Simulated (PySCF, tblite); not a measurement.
# C₇H₁₂BN: geometry, infrared bands and NMR shifts

Aim: predict the infrared bands and NMR shifts of C₇H₁₂BN (`[BH3-][n+]1cccc(CC)c1`).

Computed with tblite 0.8.0 and PySCF 2.14.0, with density-fitted response routines of our own, on a single molecule in the gas phase. Atoms are numbered from 0 throughout.

## Step 1: The starting structure

21 atoms, charge 0, multiplicity 1; geometry from: force field or distance geometry start.

Bonds of the start (Å): B0–N1 1.54, N1–C2 1.36, C2–C3 1.40, C3–C4 1.39, C4–C5 1.40, C5–C6 1.51, C6–C7 1.53, C5–C8 1.40, C8–N1 1.38, B0–H9 1.20, B0–H10 1.19, B0–H11 1.19, C2–H12 1.10, C3–H13 1.08, C4–H14 1.09, C6–H15 1.10, C6–H16 1.11, C7–H17 1.11, C7–H18 1.12, C7–H19 1.11, C8–H20 1.07.

## Step 2: Relaxing the molecule with GFN2-xTB

What the job is given:

```
{"job": {"kind": "relax", "xc": "GFN2-xTB", "basis": "xTB"}, "charge": 0, "multiplicity": 1}
B     -2.683700    -1.425800    -0.287100
N     -1.625400    -0.318600    -0.138900
C     -1.955100     0.877000     0.422000
C     -1.001500     1.880600     0.596900
C      0.318800     1.623800     0.243800
C      0.664500     0.389200    -0.324200
C      2.100200     0.095300    -0.688200
C      2.846600    -0.516800     0.503000
C     -0.320900    -0.590000    -0.479600
H     -3.769700    -0.938000    -0.468900
H     -2.441000    -2.124900    -1.219600
H     -2.733100    -2.088800     0.705100
H     -2.991500     1.084900     0.728900
H     -1.271500     2.824700     1.037300
H      1.066300     2.400500     0.392400
H      2.133900    -0.609600    -1.532900
H      2.618000     1.028600    -0.993800
H      3.890300    -0.738300     0.210300
H      2.356400    -1.470900     0.810300
H      2.847100     0.183100     1.365300
H     -0.057700    -1.549300    -0.882400
```

Command:

```sh
OMP_NUM_THREADS=1 python probes_run.py task.json out
```

One launch serves the whole session: the jobs run in the order shown.

**Question.** This job is followed by: GFN2-xTB harmonic vibrations, gas phase; GIAO PBE0/pcSseg-1 NMR shielding, non-relativistic, gas phase. Predict these results of the whole session: strongest single infrared mode (GFN2-xTB); zero-point energy (GFN2-xTB); ¹³C shifts against TMS (PBE0/pcSseg-1); ¹H shifts against TMS (PBE0/pcSseg-1, means over atoms taken as alike); ¹¹B shifts against BF3·OEt2 (PBE0/pcSseg-1); ¹⁵N shifts against NH3 (PBE0/pcSseg-1).

As calculated:

```
                                                              quantity                                              value
                             strongest single infrared mode (GFN2-xTB)                              2429 cm⁻¹, 253 km/mol
                                          zero-point energy (GFN2-xTB)                                     108.7 kcal/mol
                                ¹³C shifts against TMS (PBE0/pcSseg-1)  153.3, 151.0, 149.0, 143.3, 130.7, 32.2, 22.1 ppm
¹H shifts against TMS (PBE0/pcSseg-1, means over atoms taken as alike)       8.90, 8.87, 7.78, 7.51, 2.97, 2.69, 1.26 ppm
                           ¹¹B shifts against BF3·OEt2 (PBE0/pcSseg-1)                                          -20.3 ppm
                                ¹⁵N shifts against NH3 (PBE0/pcSseg-1)                                          291.1 ppm
```

Relaxing lowered the energy by 0.247 eV in 39 steps; the close pair that moved most is N1–C8, from 1.375 to 1.329 Å. No mode is imaginary among the 57: a minimum at this level. The strongest single mode, at 2429 cm⁻¹, moves mainly H10 and H9. GFN2-xTB is a fitted tight-binding method: band positions and strengths are rough. Its intensities can rank the bands wrongly. At PBE0/pcSseg-1: The widest tensor belongs to N1: span 429 ppm, with a paramagnetic part of -355 ppm. NICS(1)zz of -26 ppm above the planar ring from N1 marks a diatropic (aromatic) ring current.
